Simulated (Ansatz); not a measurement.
**H5InO3Si: single points with varied inputs**

How do the results and run time of H5InO3Si respond when the settings are drawn wide?

Computed with Ansatz 0.2.0, Gaussian basis. Level: the settings change from run to run.

### Step 1. The relaxed structure

The structure was relaxed beforehand with PBE0-D4 in a triple-zeta def2 set. In takes a core potential in def2 sets; no spin-orbit term is included.

10 atoms, charge 0, spin multiplicity 1.

Atoms are counted from 1 here; the program's logs count them from 0.

Bond lengths: O1–In2 1.973 Å, O1–H6 0.961 Å, In2–O3 1.960 Å, In2–O4 1.969 Å, O3–H7 0.961 Å, O4–Si5 1.629 Å, Si5–H8 1.497 Å, Si5–H9 1.488 Å, Si5–H10 1.488 Å. Angles: In2–O1–H6 111.7°, O1–In2–O3 123.1°, O1–In2–O4 119.0°, O3–In2–O4 117.9°, In2–O3–H7 111.7°, In2–O4–Si5 134.0°, O4–Si5–H8 111.0°, O4–Si5–H9 110.6°, O4–Si5–H10 110.6°, H8–Si5–H9 107.8°, H8–Si5–H10 107.8°, H9–Si5–H10 109.0°.

Geometry (Å):

```
O    -1.05642    0.73384    1.96081
In    0.60182    0.01165    1.17142
O     2.21801   -0.34497    2.22042
O     0.65213   -0.37448   -0.75838
Si   -0.42562   -0.22474   -1.97023
H    -1.74588    0.84557    1.30008
H     2.09527   -0.12610    3.14818
H    -1.72562    0.32132   -1.46632
H     0.08509    0.70556   -3.01271
H    -0.69878   -1.54764   -2.59329
```

### Step 2. PBEsol/def2-TZVP

This run has D3(BJ) dispersion, relativity set to none.

File in.yaml:

```yaml
crystal:
  periodic: [false, false, false]
  atoms:
    - {symbol: O, position_ang: [-1.056423, 0.733843, 1.960806]}
    - {symbol: In, position_ang: [0.601816, 0.011645, 1.171422]}
    - {symbol: O, position_ang: [2.218010, -0.344967, 2.220422]}
    - {symbol: O, position_ang: [0.652134, -0.374482, -0.758377]}
    - {symbol: Si, position_ang: [-0.425615, -0.224739, -1.970235]}
    - {symbol: H, position_ang: [-1.745884, 0.845573, 1.300085]}
    - {symbol: H, position_ang: [2.095266, -0.126097, 3.148185]}
    - {symbol: H, position_ang: [-1.725619, 0.321319, -1.466317]}
    - {symbol: H, position_ang: [0.085094, 0.705561, -3.012710]}
    - {symbol: H, position_ang: [-0.698780, -1.547645, -2.593292]}
basis:
  gaussian: {orbitals: def2-TZVP}
hamiltonian: {xc: {name: PBEsol}, dispersion: d3bj, pseudopotentials: {relativity: none}}
output: {forces: true}
```

Command:

```bash
$ ansatz run in.yaml --threads 4 --pin off --events-out ev --progress --plain --max-ram 10444MiB
```

The log of the run, shortened:

```text
Functional definition: PBEsol
  name "PBEsol"
  cite "Perdew et al., Phys. Rev. Lett. 100, 136406 (2008) doi:10.1103/PhysRevLett.100.136406"
  cite "Perdew, Burke & Ernzerhof, Phys. Rev. Lett. 77, 3865 (1996) doi:10.1103/PhysRevLett.77.3865"
  parent pbesol
[...]
1313 factors; their error is unknown
[...]
mean field -19227.33362804 eV, -706.5914780755 hartree, gradient 2.0e-5 eV, S^2 0.000000; 0 other end points of the search recorded, 0 dependent functions left out
[...]
reference -19227.33369426 eV, -706.5914805093 hartree; 32, 32 occupied and 178, 178 virtual orbitals, 1313 factors
Total energy: -19227.41948426 eV, -706.5946332334 hartree
Atom 0 at    -1.056423     0.733843     1.960806 Å, force     0.302802     0.014510     0.623807 eV/Å
Atom 1 at     0.601816     0.011645     1.171422 Å, force    -0.043552     0.016221     0.003177 eV/Å
Atom 2 at     2.218010    -0.344967     2.220422 Å, force     0.287104    -0.214955    -0.607401 eV/Å
Atom 3 at     0.652134    -0.374482    -0.758377 Å, force     0.369032    -0.107227     0.116896 eV/Å
Atom 4 at    -0.425615    -0.224739    -1.970235 Å, force    -0.177927     0.052110    -0.051221 eV/Å
Atom 5 at    -1.745884     0.845573     1.300085 Å, force    -0.439216     0.051576    -0.523847 eV/Å
Atom 6 at     2.095266    -0.126097     3.148185 Å, force    -0.159388     0.174391     0.627605 eV/Å
Atom 7 at    -1.725619     0.321319    -1.466317 Å, force    -0.196177     0.078594     0.053636 eV/Å
Atom 8 at     0.085094     0.705561    -3.012710 Å, force     0.086092     0.133360    -0.152195 eV/Å
Atom 9 at    -0.698780    -1.547645    -2.593292 Å, force    -0.028771    -0.198581    -0.090457 eV/Å
Dipole moment:    -0.177715     0.097708     0.191825 e Å
```

It took 2.4 s on 4 threads of Arm Neoverse V1, shared host; peak memory 0.27 GiB.

Largest force 0.705 eV/Å, dipole 1.34 D.

### Step 3. B3LYP/def2-SVPD

This run has charge -1, multiplicity 2, atoms shaken by 0.15 Å, a grid of angular degree 47, D4 dispersion, high accuracy, the search for lower states set to light.

File in.yaml:

```yaml
crystal:
  periodic: [false, false, false]
  atoms:
    - {symbol: O, position_ang: [-1.093727, 0.530755, 1.974170]}
    - {symbol: In, position_ang: [0.556600, -0.001289, 1.124781]}
    - {symbol: O, position_ang: [2.191967, -0.570775, 2.326896]}
    - {symbol: O, position_ang: [0.764473, -0.538013, -0.518964]}
    - {symbol: Si, position_ang: [-0.328926, -0.356118, -1.923479]}
    - {symbol: H, position_ang: [-1.577960, 0.909609, 1.029414]}
    - {symbol: H, position_ang: [1.979846, 0.008309, 3.214239]}
    - {symbol: H, position_ang: [-1.691990, 0.504831, -1.303034]}
    - {symbol: H, position_ang: [-0.081167, 0.938119, -3.013275]}
    - {symbol: H, position_ang: [-0.575700, -1.204039, -2.808799]}
basis:
  gaussian: {orbitals: def2-SVPD, final_grid: {core_spheres: 20, valence_spheres: 16, degree: 47}}
total_charge: -1
magnetization: {spin_polarized: true, initial_magnetization: 1}
hamiltonian: {xc: {name: B3LYP}, dispersion: d4}
accuracy: high
scf: {lower_state_search: light}
```

Launched as before.

The log of the run, shortened:

```text
Functional definition: B3LYP
  name "B3LYP"
  cite "Stephens, Devlin, Chabalowski & Frisch, J. Phys. Chem. 98, 11623 (1994) doi:10.1021/j100096a001"
  cite "Becke, Phys. Rev. A 38, 3098 (1988) doi:10.1103/PhysRevA.38.3098"
  cite "Lee, Yang & Parr, Phys. Rev. B 37, 785 (1988) doi:10.1103/PhysRevB.37.785"
  cite "Vosko, Wilk & Nusair, Can. J. Phys. 58, 1200 (1980) doi:10.1139/p80-159"
[...]
3429 factors; integrals over basis functions are off by at most 3.8e-9 eV
[...]
mean field -19268.29247267 eV, -708.0966878528 hartree, gradient 9.1e-8 eV, S^2 0.752057; 0 other end points of the search recorded, 0 dependent functions left out
reference -19268.29251675 eV, -708.0966894729 hartree; 33, 32 occupied and 132, 133 virtual orbitals, 3429 factors
Total energy: -19268.68001100 eV, -708.1109296238 hartree
```

Wall time 13 s (4 threads of Arm Neoverse V1, shared host); peak memory 1.2 GiB.

⟨S²⟩ 0.752.

### Step 4. B3LYP5/def2-SVPD

File in.yaml:

```yaml
crystal:
  periodic: [false, false, false]
  atoms:
    - {symbol: O, position_ang: [-1.056423, 0.733843, 1.960806]}
    - {symbol: In, position_ang: [0.601816, 0.011645, 1.171422]}
    - {symbol: O, position_ang: [2.218010, -0.344967, 2.220422]}
    - {symbol: O, position_ang: [0.652134, -0.374482, -0.758377]}
    - {symbol: Si, position_ang: [-0.425615, -0.224739, -1.970235]}
    - {symbol: H, position_ang: [-1.745884, 0.845573, 1.300085]}
    - {symbol: H, position_ang: [2.095266, -0.126097, 3.148185]}
    - {symbol: H, position_ang: [-1.725619, 0.321319, -1.466317]}
    - {symbol: H, position_ang: [0.085094, 0.705561, -3.012710]}
    - {symbol: H, position_ang: [-0.698780, -1.547645, -2.593292]}
basis:
  gaussian: {orbitals: def2-SVPD}
hamiltonian: {xc: {name: B3LYP5}}
```

Launched as before.

The log of the run, shortened:

```text
Functional definition: B3LYP5
  name "B3LYP5"
  cite "Stephens, Devlin, Chabalowski & Frisch, J. Phys. Chem. 98, 11623 (1994) doi:10.1021/j100096a001"
  cite "Becke, Phys. Rev. A 38, 3098 (1988) doi:10.1103/PhysRevA.38.3098"
  cite "Lee, Yang & Parr, Phys. Rev. B 37, 785 (1988) doi:10.1103/PhysRevB.37.785"
  cite "Vosko, Wilk & Nusair, Can. J. Phys. 58, 1200 (1980) doi:10.1139/p80-159"
[...]
1501 factors; their error is unknown
[...]
mean field -19264.90585765 eV, -707.9722320464 hartree, gradient 6.2e-5 eV, S^2 0.000000; 0 other end points of the search recorded, 0 dependent functions left out
reference -19264.90617476 eV, -707.9722437000 hartree; 32, 32 occupied and 133, 133 virtual orbitals, 1501 factors
Total energy: -19264.90617476 eV, -707.9722437000 hartree
```

Wall time 2.6 s (4 threads of Arm Neoverse V1, shared host); peak memory 0.36 GiB.

### Step 5. revPBE/STO-3G

Options: D3(BJ) dispersion.

Changes to in.yaml since step 4:

```diff
@@ -14,3 +14,3 @@
 basis:
-  gaussian: {orbitals: def2-SVPD}
-hamiltonian: {xc: {name: B3LYP5}}
+  gaussian: {orbitals: STO-3G}
+hamiltonian: {xc: {name: revPBE}, dispersion: d3bj}
```

Launched as before.

The log of the run:

```text
Functional definition: revPBE
  name "revPBE"
  cite "Zhang & Yang, Phys. Rev. Lett. 80, 890 (1998) doi:10.1103/PhysRevLett.80.890"
  cite "Perdew, Burke & Ernzerhof, Phys. Rev. Lett. 77, 3865 (1996) doi:10.1103/PhysRevLett.77.3865"
  parameter kappa = 1.245
  parameter beta = 0.06672455060314922
  exchange = pbe_x(kappa = kappa, mu = beta*pi^2/3)
  correlation = pbe_c(beta = beta)
751 factors; integrals over basis functions are off by at most 5.4e-5 eV
mean field evaluation 1: about -168595.4071 eV, gradient 5.1e1 eV
mean field evaluation 2: about -168570.1645 eV, gradient 9.7e1 eV
mean field evaluation 4: about -168603.9795 eV, gradient 1.6e1 eV
mean field evaluation 8: about -168604.8128 eV, gradient 1.1e-1 eV
mean field evaluation 16: about -168604.7139 eV, gradient 3.9e-5 eV
mean field -168604.71385535 eV, -6196.1089498044 hartree, gradient 9.4e-6 eV, S^2 0.000000; 0 other end points of the search recorded, 0 dependent functions left out
reference -168604.71388719 eV, -6196.1089509744 hartree; 46, 46 occupied and 10, 10 virtual orbitals, 751 factors
Total energy: -168605.13756321 eV, -6196.1245207810 hartree
```

Wall time 0.7 s (4 threads of Arm Neoverse V1, shared host).

### Step 6. revPBE/def2-SVP

This run has atoms shaken by 0.03 Å.

File in.yaml:

```yaml
crystal:
  periodic: [false, false, false]
  atoms:
    - {symbol: O, position_ang: [-1.081958, 0.748565, 1.998663]}
    - {symbol: In, position_ang: [0.643293, 0.011539, 1.257381]}
    - {symbol: O, position_ang: [2.248971, -0.382764, 2.213440]}
    - {symbol: O, position_ang: [0.670399, -0.442100, -0.809476]}
    - {symbol: Si, position_ang: [-0.417039, -0.240346, -1.997799]}
    - {symbol: H, position_ang: [-1.706524, 0.844712, 1.288206]}
    - {symbol: H, position_ang: [2.131881, -0.105778, 3.170949]}
    - {symbol: H, position_ang: [-1.722815, 0.351867, -1.510143]}
    - {symbol: H, position_ang: [0.107784, 0.710918, -3.025887]}
    - {symbol: H, position_ang: [-0.703659, -1.533856, -2.634164]}
basis:
  gaussian: {orbitals: def2-SVP}
hamiltonian: {xc: {name: revPBE}}
output: {forces: true}
```

The command is unchanged.

The log of the run, shortened:

```text
Functional definition: revPBE
  name "revPBE"
  cite "Zhang & Yang, Phys. Rev. Lett. 80, 890 (1998) doi:10.1103/PhysRevLett.80.890"
  cite "Perdew, Burke & Ernzerhof, Phys. Rev. Lett. 77, 3865 (1996) doi:10.1103/PhysRevLett.77.3865"
[...]
1231 factors; their error is unknown
[...]
mean field -19265.54427710 eV, -707.9956935285 hartree, gradient 4.2e-5 eV, S^2 0.000000; 0 other end points of the search recorded, 0 dependent functions left out
[...]
reference -19265.54434210 eV, -707.9956959171 hartree; 32, 32 occupied and 79, 79 virtual orbitals, 1231 factors
Total energy: -19265.54434210 eV, -707.9956959171 hartree
Atom 0 at    -1.081958     0.748565     1.998663 Å, force     0.838186    -0.075282     1.159362 eV/Å
Atom 1 at     0.643293     0.011539     1.257381 Å, force    -1.939551     0.165555    -2.454609 eV/Å
Atom 2 at     2.248971    -0.382764     2.213440 Å, force     1.817499    -0.127870     2.310733 eV/Å
Atom 3 at     0.670399    -0.442100    -0.809476 Å, force     1.055215     0.046293     2.322183 eV/Å
Atom 4 at    -0.417039    -0.240346    -1.997799 Å, force    -0.739433     0.655881    -0.624393 eV/Å
Atom 5 at    -1.706524     0.844712     1.288206 Å, force    -0.958372     0.145282    -1.090994 eV/Å
Atom 6 at     2.131881    -0.105778     3.170949 Å, force     0.230140    -0.346225    -1.031236 eV/Å
Atom 7 at    -1.722815     0.351867    -1.510143 Å, force    -0.134078    -0.005552     0.043520 eV/Å
Atom 8 at     0.107784     0.710918    -3.025887 Å, force     0.051815     0.138324    -0.257317 eV/Å
Atom 9 at    -0.703659    -1.533856    -2.634164 Å, force    -0.221420    -0.596406    -0.377247 eV/Å
Dipole moment:    -0.093203     0.144534     0.464691 e Å
```

Run time: 1.2 s. Hardware: 4 threads of Arm Neoverse V1, shared host.

Largest force 3.133 eV/Å, dipole 2.38 D.

### Step 7. B97/STO-3G

Set apart from the defaults: atoms shaken by 0.15 Å.

File in.yaml:

```yaml
crystal:
  periodic: [false, false, false]
  atoms:
    - {symbol: O, position_ang: [-1.064848, 0.842214, 2.085230]}
    - {symbol: In, position_ang: [0.588686, 0.188124, 1.315580]}
    - {symbol: O, position_ang: [2.127705, -0.414585, 2.142705]}
    - {symbol: O, position_ang: [0.784159, -0.321006, -0.580195]}
    - {symbol: Si, position_ang: [-0.746891, -0.084153, -1.992161]}
    - {symbol: H, position_ang: [-2.105908, 0.978469, 1.366117]}
    - {symbol: H, position_ang: [2.102100, -0.243877, 2.946951]}
    - {symbol: H, position_ang: [-1.677347, 0.332494, -1.754755]}
    - {symbol: H, position_ang: [0.106428, 0.515297, -2.912909]}
    - {symbol: H, position_ang: [-0.619045, -1.549187, -2.643261]}
basis:
  gaussian: {orbitals: STO-3G}
hamiltonian: {xc: {name: B97}}
```

The command is unchanged.

The log of the run, shortened:

```text
Functional definition: B97
  name "B97"
  cite "Becke, J. Chem. Phys. 107, 8554 (1997) doi:10.1063/1.475007"
[...]
      + integral(e_c_pw_opposite_spin*poly(b97_u_opposite, cos0, cos1, cos2))
754 factors; integrals over basis functions are off by at most 6.6e-5 eV
[...]
mean field -168603.04018509 eV, -6196.0474435568 hartree, gradient 2.2e-5 eV, S^2 0.000000; 0 other end points of the search recorded, 0 dependent functions left out
reference -168603.04020287 eV, -6196.0474442103 hartree; 46, 46 occupied and 10, 10 virtual orbitals, 754 factors
Total energy: -168603.04020287 eV, -6196.0474442103 hartree
```

It took 1.6 s on 4 threads of Arm Neoverse V1, shared host.

### Step 8. wB97X-V/def2-mTZVPP

Set apart from the defaults: charge +1, multiplicity 2.

File in.yaml:

```yaml
crystal:
  periodic: [false, false, false]
  atoms:
    - {symbol: O, position_ang: [-1.056423, 0.733843, 1.960806]}
    - {symbol: In, position_ang: [0.601816, 0.011645, 1.171422]}
    - {symbol: O, position_ang: [2.218010, -0.344967, 2.220422]}
    - {symbol: O, position_ang: [0.652134, -0.374482, -0.758377]}
    - {symbol: Si, position_ang: [-0.425615, -0.224739, -1.970235]}
    - {symbol: H, position_ang: [-1.745884, 0.845573, 1.300085]}
    - {symbol: H, position_ang: [2.095266, -0.126097, 3.148185]}
    - {symbol: H, position_ang: [-1.725619, 0.321319, -1.466317]}
    - {symbol: H, position_ang: [0.085094, 0.705561, -3.012710]}
    - {symbol: H, position_ang: [-0.698780, -1.547645, -2.593292]}
basis:
  gaussian: {orbitals: def2-mTZVPP}
total_charge: 1
magnetization: {spin_polarized: true, initial_magnetization: 1}
hamiltonian: {xc: {name: wB97X-V}}
output: {forces: true}
```

Launched as before.

The log of the run, shortened:

```text
Functional definition: wB97X-V
  name "wB97X-V"
  cite "Mardirossian & Head-Gordon, Phys. Chem. Chem. Phys. 16, 9904 (2014) doi:10.1039/C3CP54374A"
  cite "Becke, J. Chem. Phys. 107, 8554 (1997) doi:10.1063/1.475007"
  cite "Vydrov & Van Voorhis, J. Chem. Phys. 133, 244103 (2010) doi:10.1063/1.3521275"
[...]
      + integral(e_c_pw_opposite_spin*poly(b97_u_opposite, cos0, cos1)) + vv10(b, c)
1398 factors; their error is unknown
438 factors; integrals over basis functions are off by at most 7.3e-6 eV
[...]
mean field -19264.02519683 eV, -707.9398683581 hartree, gradient 4.4e-7 eV, S^2 0.762914; 6 other end points of the search recorded, 0 dependent functions left out
[...]
reference -19264.02519370 eV, -707.9398682433 hartree; 32, 31 occupied and 128, 129 virtual orbitals, 1398 factors
Total energy: -19264.02519370 eV, -707.9398682433 hartree
Atom 0 at    -1.056423     0.733843     1.960806 Å, force     0.392393    -0.244914    -0.573551 eV/Å
Atom 1 at     0.601816     0.011645     1.171422 Å, force     0.178383     0.631576     3.632264 eV/Å
Atom 2 at     2.218010    -0.344967     2.220422 Å, force    -0.112443    -0.107053    -0.768215 eV/Å
Atom 3 at     0.652134    -0.374482    -0.758377 Å, force     0.692124    -0.636204    -2.114615 eV/Å
Atom 4 at    -0.425615    -0.224739    -1.970235 Å, force    -2.246069     0.693904    -0.210747 eV/Å
Atom 5 at    -1.745884     0.845573     1.300085 Å, force    -0.400220     0.149972     0.066560 eV/Å
Atom 6 at     2.095266    -0.126097     3.148185 Å, force    -0.015144     0.063142     0.303631 eV/Å
Atom 7 at    -1.725619     0.321319    -1.466317 Å, force     0.405175    -0.120966     0.037887 eV/Å
Atom 8 at     0.085094     0.705561    -3.012710 Å, force     0.633130     0.016354    -0.229987 eV/Å
Atom 9 at    -0.698780    -1.547645    -2.593292 Å, force     0.472672    -0.445811    -0.143228 eV/Å
Dipole moment:    -0.540082    -0.089763    -1.483754 e Å
```

Run time: 58 s. Hardware: 4 threads of Arm Neoverse V1, shared host; peak memory 1.2 GiB.

Largest force 3.691 eV/Å, ⟨S²⟩ 0.763.

### Step 9. B3LYP5/def2-SVPD

Changes to in.yaml since step 8:

```diff
@@ -14,6 +14,4 @@
 basis:
-  gaussian: {orbitals: def2-mTZVPP}
-total_charge: 1
-magnetization: {spin_polarized: true, initial_magnetization: 1}
-hamiltonian: {xc: {name: wB97X-V}}
+  gaussian: {orbitals: def2-SVPD}
+hamiltonian: {xc: {name: B3LYP5}}
 output: {forces: true}
```

The command is unchanged.

The log of the run, shortened:

```text
Functional definition: B3LYP5
  name "B3LYP5"
  cite "Stephens, Devlin, Chabalowski & Frisch, J. Phys. Chem. 98, 11623 (1994) doi:10.1021/j100096a001"
  cite "Becke, Phys. Rev. A 38, 3098 (1988) doi:10.1103/PhysRevA.38.3098"
  cite "Lee, Yang & Parr, Phys. Rev. B 37, 785 (1988) doi:10.1103/PhysRevB.37.785"
  cite "Vosko, Wilk & Nusair, Can. J. Phys. 58, 1200 (1980) doi:10.1139/p80-159"
[...]
1714 factors; integrals over basis functions are off by at most 1.1e-3 eV
[...]
mean field -19264.90674720 eV, -707.9722647368 hartree, gradient 2.3e-5 eV, S^2 0.000000; 0 other end points of the search recorded, 0 dependent functions left out
[...]
reference -19264.90706431 eV, -707.9722763904 hartree; 32, 32 occupied and 133, 133 virtual orbitals, 1714 factors
Total energy: -19264.90706431 eV, -707.9722763904 hartree
Atom 0 at    -1.056423     0.733843     1.960806 Å, force    -0.494343     0.253320     0.434868 eV/Å
Atom 1 at     0.601816     0.011645     1.171422 Å, force     0.057488    -0.041130    -0.110443 eV/Å
Atom 2 at     2.218010    -0.344967     2.220422 Å, force     0.645527    -0.177553     0.236819 eV/Å
Atom 3 at     0.652134    -0.374482    -0.758377 Å, force     0.750952    -0.220477     0.230430 eV/Å
Atom 4 at    -0.425615    -0.224739    -1.970235 Å, force    -0.742491     0.088149    -0.907241 eV/Å
Atom 5 at    -1.745884     0.845573     1.300085 Å, force    -0.262825     0.068901    -0.114237 eV/Å
Atom 6 at     2.095266    -0.126097     3.148185 Å, force     0.076830     0.029344     0.292844 eV/Å
Atom 7 at    -1.725619     0.321319    -1.466317 Å, force    -0.064531     0.028355     0.029783 eV/Å
Atom 8 at     0.085094     0.705561    -3.012710 Å, force     0.039356     0.051301    -0.058494 eV/Å
Atom 9 at    -0.698780    -1.547645    -2.593292 Å, force    -0.005963    -0.080209    -0.034328 eV/Å
Dipole moment:    -0.195399     0.093709     0.138036 e Å
```

Run time: 3.6 s. Hardware: 4 threads of Arm Neoverse V1, shared host; peak memory 0.51 GiB.

Largest force 1.176 eV/Å, dipole 1.23 D.

### Step 10. RPA/def2-TZVPD

Changes to in.yaml since step 9:

```diff
@@ -14,4 +14,4 @@
 basis:
-  gaussian: {orbitals: def2-SVPD}
-hamiltonian: {xc: {name: B3LYP5}}
-output: {forces: true}
+  gaussian: {orbitals: def2-TZVPD}
+hamiltonian: {xc: {name: r2SCAN}}
+correlation: {method: rpa}
```

Launched as before.

The log of the run, shortened:

```text
Functional definition: r2SCAN
  name "r2SCAN"
  cite "Furness, Kaplan, Ning, Perdew & Sun, J. Phys. Chem. Lett. 11, 8208 (2020) doi:10.1021/acs.jpclett.0c02405"
  cite "Furness, Kaplan, Ning, Perdew & Sun, J. Phys. Chem. Lett. 11, 9248 (2020) doi:10.1021/acs.jpclett.0c03077"
  parent r2scan
[...]
1899 factors; integrals over basis functions are off by at most 1.1e-3 eV
[...]
mean field -19277.64813349 eV, -708.4405020465 hartree, gradient 2.1e-6 eV, S^2 0.000000; 0 other end points of the search recorded, 0 dependent functions left out
12 core orbitals not correlated: weight in the atoms' cores, before any rotation towards them, 1.000 or more for the frozen orbitals, at most 0.000 for the correlated occupied ones
reference -19205.56106672 eV, -705.7913512050 hartree; 20, 20 occupied and 232, 232 virtual orbitals, 1899 factors
Total energy: -19250.57901042 eV, -707.4457301219 hartree
```

It took 16 s on 4 threads of Arm Neoverse V1, shared host; peak memory 0.94 GiB.

### Step 11. All runs side by side

| level | charge | multiplicity | geometry | functions | energy (eV) | time |
| --- | --- | --- | --- | --- | --- | --- |
| PBEsol/def2-TZVP | 0 | 1 | relaxed | 210 | -19227.419 | 2.4 s |
| B3LYP/def2-SVPD | -1 | 2 | shaken | 165 | -19268.680 | 13 s |
| B3LYP5/def2-SVPD | 0 | 1 | relaxed | 165 | -19264.906 | 2.6 s |
| revPBE/STO-3G | 0 | 1 | relaxed | 56 | -168605.138 | 0.7 s |
| revPBE/def2-SVP | 0 | 1 | shaken | 111 | -19265.544 | 1.2 s |
| B97/STO-3G | 0 | 1 | shaken | 56 | -168603.040 | 1.6 s |
| wB97X-V/def2-mTZVPP | 1 | 2 | relaxed | 160 | -19264.025 | 58 s |
| B3LYP5/def2-SVPD | 0 | 1 | relaxed | 165 | -19264.907 | 3.6 s |
| RPA/def2-TZVPD | 0 | 1 | relaxed | 264 | -19250.579 | 16 s |

### Step 12. Outcome

| quantity | value |
| --- | --- |
| runs | 9 |
| quickest | revPBE/STO-3G, 0.7 s |
| slowest | wB97X-V/def2-mTZVPP, 58 s |
| spread of total energies, same state and geometry | 149377.7 eV |
| dipole, same state and geometry | 1.23 to 1.34 D |

**Reading.** Run time spans a factor of 82, from revPBE/STO-3G to wB97X-V/def2-mTZVPP. The jobs differ in tasks and options as well as level. The totals spread over 149378 eV; they can't be compared across methods or bases. At the PBE0-D4/def2-TZVP geometry and in the same state, runs without warnings or point charges leave forces up to 1.18 eV/Å (B3LYP5/def2-SVPD), against 3.1 eV/Å where the atoms were moved.
